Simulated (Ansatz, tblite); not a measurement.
**W(SH)F5 (F5HSW): removing and adding an electron**

The task here is to estimate one member of a computed series from the others.

Program: Ansatz 0.2.0, Gaussian basis. Level of theory: as each input shows. These are calculated values, not measurements.

The runs, in order: charge +1 doublet, at the geometry of the singlet (PBE0-D4/def2-TZVP, PBE-D4/def2-TZVP, ωB97X-V/def2-TZVP, CCSD(T)/def2-SVP); charge -1 doublet, at the geometry of the singlet (PBE0-D4/def2-TZVPD, PBE-D4/def2-TZVPD, ωB97X-V/def2-TZVPD); the starting singlet's energies come from earlier runs.

2 further runs of the same task are left out: 2 set aside as unsound or not needed.

**The structure**

The singlet was relaxed beforehand with PBE-D4/def2-SVP.

8 atoms, charge 0, spin multiplicity 1.

Atoms are counted from 1 here; the program's logs count them from 0.

Bond lengths: W1–S2 2.386 Å, W1–F4 1.887 Å, W1–F5 1.859 Å, W1–F6 1.869 Å, W1–F7 1.872 Å, W1–F8 1.871 Å, S2–H3 1.362 Å. Angles: S2–W1–F4 170.4°, S2–W1–F5 83.3°, S2–W1–F6 83.0°, S2–W1–F7 95.9°, S2–W1–F8 96.0°, F4–W1–F5 106.3°, F4–W1–F6 87.4°, F4–W1–F7 84.7°, F4–W1–F8 84.7°, F5–W1–F6 166.3°, F5–W1–F7 87.5°, F5–W1–F8 87.4°, F6–W1–F7 93.9°, F6–W1–F8 94.0°, F7–W1–F8 166.4°, W1–S2–H3 98.6°.

Formally the metal is d0. W takes a core potential in the def2 sets. No spin-orbit coupling is included.

Set-up of the first run:

The input, in.yaml:

```yaml
crystal:
  periodic: [false, false, false]
  atoms:
    - {symbol: W, position_ang: [0.175949, 0.041067, -0.396979]}
    - {symbol: S, position_ang: [0.210209, -0.147293, 1.981484]}
    - {symbol: H, position_ang: [-1.131672, -0.237218, 2.197480]}
    - {symbol: F, position_ang: [-0.163803, 0.170993, -2.248703]}
    - {symbol: F, position_ang: [2.022295, 0.125010, -0.197966]}
    - {symbol: F, position_ang: [-1.673018, -0.077198, -0.152482]}
    - {symbol: F, position_ang: [0.179707, 1.912022, -0.443346]}
    - {symbol: F, position_ang: [0.380334, -1.787384, -0.739489]}
basis:
  gaussian: {orbitals: def2-TZVP}
total_charge: 1
magnetization: {spin_polarized: true, initial_magnetization: 1}
hamiltonian: {xc: pbe0, dispersion: d4}
scf: {omitted_lower_state_checks: [starts]}
output: {orbitals: {seedname: orbitals}}
```

On the command line:

```console
ansatz run in.yaml --threads 2 --pin off --events-out ev --progress --plain --max-ram 32768MiB --backend cpu
```

Among the steps run: Charge +1 doublet at the fixed geometry, PBE0-D4/def2-TZVP; Charge +1 doublet at the fixed geometry, PBE-D4/def2-TZVP; Charge +1 doublet at the fixed geometry, ωB97X-V/def2-TZVP; Charge +1 doublet at the fixed geometry, CCSD(T)/def2-SVP.

One of the session's tables, all rows but one given; the rest of the session is left out.

It belongs to the step «Vertical ionisation energy». 

```
           method  vertical ionisation energy (eV)
      HF/def2-SVP                            10.49
 PBE-D4/def2-TZVP                            10.78
PBE0-D4/def2-TZVP                            10.99
ωB97X-V/def2-TZVP                                ?
     MP2/def2-SVP                            10.82
    CCSD/def2-SVP                            10.87
 CCSD(T)/def2-SVP                            10.78
```

Q: Estimate the row for ωB97X-V/def2-TZVP from the others.

The run gave: vertical ionisation energy (eV): 10.98. In the column «vertical ionisation energy (eV)» it lies between CCSD/def2-SVP (10.87) and PBE0-D4/def2-TZVP (10.99).

To keep in mind: The anion's highest level is positive in at least one run, so there the basis alone may hold the extra electron.
